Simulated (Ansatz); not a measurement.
# C₂H₈BNS: up Jacob's ladder to CCSD(T)

One table from this session's results is given with a row withheld; the runs are named, their logs left out.

Method: functionals in def2-TZVPP, the program's frozen cores in correlated methods; program: Ansatz 0.2.0, Gaussian basis.

The runs, in order: PBE-D4, r2SCAN-D4, PBE0-D4, B3LYP-D4, ωB97X-V, ωB97M-V, B2PLYP; CCSD(T)/def2-TZVPP; MP2/def2-QZVPP; extrapolation to the limit.

## The relaxed structure

The geometry comes from an earlier relaxation with PBE0-D4 in a triple-zeta def2 set; it is a stationary point, not always the lowest conformer.

SMILES `CSB(C)N`, 13 atoms, charge 0, spin multiplicity 1.

Atoms are counted from 1 here; the program's logs count them from 0.

Bond lengths: C1–S2 1.806 Å, C1–H6 1.089 Å, C1–H7 1.090 Å, C1–H8 1.089 Å, S2–B3 1.823 Å, B3–C4 1.572 Å, B3–N5 1.400 Å, C4–H9 1.094 Å, C4–H10 1.093 Å, C4–H11 1.094 Å, N5–H12 1.005 Å, N5–H13 1.005 Å. Angles: S2–C1–H6 111.3°, S2–C1–H7 106.9°, S2–C1–H8 111.3°, H6–C1–H7 108.7°, H6–C1–H8 109.7°, H7–C1–H8 108.7°, C1–S2–B3 103.7°, S2–B3–C4 122.5°, S2–B3–N5 116.4°, C4–B3–N5 121.1°, B3–C4–H9 111.4°, B3–C4–H10 112.3°, B3–C4–H11 111.4°, H9–C4–H10 107.6°, H9–C4–H11 106.2°, H10–C4–H11 107.6°, B3–N5–H12 122.1°, B3–N5–H13 124.0° and more.

The first run:

in.yaml reads:

```yaml
crystal:
  periodic: [false, false, false]
  atoms:
    - {symbol: C, position_ang: [-1.466726, -0.010924, 1.552313]}
    - {symbol: S, position_ang: [-0.818488, 1.315157, 0.512216]}
    - {symbol: B, position_ang: [0.402120, 0.474752, -0.548918]}
    - {symbol: C, position_ang: [0.692744, -1.066877, -0.443808]}
    - {symbol: N, position_ang: [1.078086, 1.277612, -1.475713]}
    - {symbol: H, position_ang: [-1.950059, -0.783213, 0.954980]}
    - {symbol: H, position_ang: [-2.209413, 0.438385, 2.210827]}
    - {symbol: H, position_ang: [-0.681592, -0.456113, 2.162435]}
    - {symbol: H, position_ang: [1.035515, -1.341131, 0.558490]}
    - {symbol: H, position_ang: [1.454803, -1.395618, -1.155383]}
    - {symbol: H, position_ang: [-0.210212, -1.656231, -0.630200]}
    - {symbol: H, position_ang: [1.767948, 0.903436, -2.102820]}
    - {symbol: H, position_ang: [0.925974, 2.265866, -1.579721]}
basis:
  gaussian: {orbitals: def2-TZVPP}
hamiltonian: {xc: pbe, dispersion: d4}
output: {forces: true, orbitals: {seedname: orbitals}}
```

Launch:

```bash
ansatz run in.yaml --threads 4 --pin off --events-out ev --progress --plain --max-ram 10444MiB
```

Steps of the session up to this table: PBE-D4 (GGA); r2SCAN-D4 (meta-GGA); PBE0-D4 (hybrid); B3LYP-D4 (hybrid); ωB97X-V (range-separated); ωB97M-V (range-separated); B2PLYP (double hybrid); CCSD(T) in def2-TZVPP; MP2 in def2-QZVPP.

One of the session's tables, all rows but one given; the rest of the session is left out.

```
            method  atomisation energy (kcal/mol)
            PBE-D4                         1208.6
         r2SCAN-D4                         1188.4
           PBE0-D4                         1191.8
          B3LYP-D4                         1188.0
           ωB97X-V                         1187.8
           ωB97M-V                         1190.9
            B2PLYP                              ?
     HF/def2-TZVPP                          877.6
    MP2/def2-TZVPP                         1166.4
   CCSD/def2-TZVPP                         1136.2
CCSD(T)/def2-TZVPP                         1152.1
           MP2/CBS                         1195.7
       CCSD(T)/CBS                         1181.3
```

**Question.** Estimate the row for B2PLYP.

The run gave: atomisation energy (kcal/mol): 1173.2. In the column «atomisation energy (kcal/mol)» it lies between MP2/def2-TZVPP (1166.4) and CCSD(T)/CBS (1181.3).
